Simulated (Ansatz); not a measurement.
Crystal: BW.

```xyz
8
Lattice="-1.5575 1.5575 8.4650 1.5575 -1.5575 8.4650 1.5575 1.5575 -8.4650" Properties=species:S:1:pos:R:3 pbc="T T T"
W     0.0000    0.0000   13.5948
W     0.0000    1.5575    0.8973
W     0.0000    1.5575    7.5677
W     0.0000    0.0000    3.3352
B     0.0000    0.0000   10.9706
B     1.5575    0.0000    6.7381
B     1.5575    0.0000    1.7269
B     0.0000    0.0000    5.9594
```

Base run:

```yaml
Program: Ansatz 0.2.0
Functional: PBEsol
Potentials_or_basis: Ansatz PAW
Cutoff: 420 eV
Density_cutoff: 1680 eV
k_mesh: 12 × 12 × 12
Occupations: fermi-dirac, width 0.05 eV
Spin: no spin polarisation
```

Its results: band gap on the k mesh none (metal or under the smearing width); pressure 3.2 GPa; largest force 2.053 eV/Å.

Problem. The run is repeated on the same cell with these changes: functional from PBEsol to r2SCAN; cutoff from 420 eV to 500 eV; density cutoff from 1680 eV to 2000 eV. What comes out?

Solution. Band gap on the k mesh none (metal or under the smearing width); pressure 6.1 GPa; largest force 2.108 eV/Å.

Caveats: the PAW data sets come from PBE, with cores solved anew for the run's functional, which leaves a small shift of forces and pressure; forces of over 1 eV/Å show positions far from the minimum, so gaps and moduli don't describe the material at rest.

Not every run made on this cell is shown here.
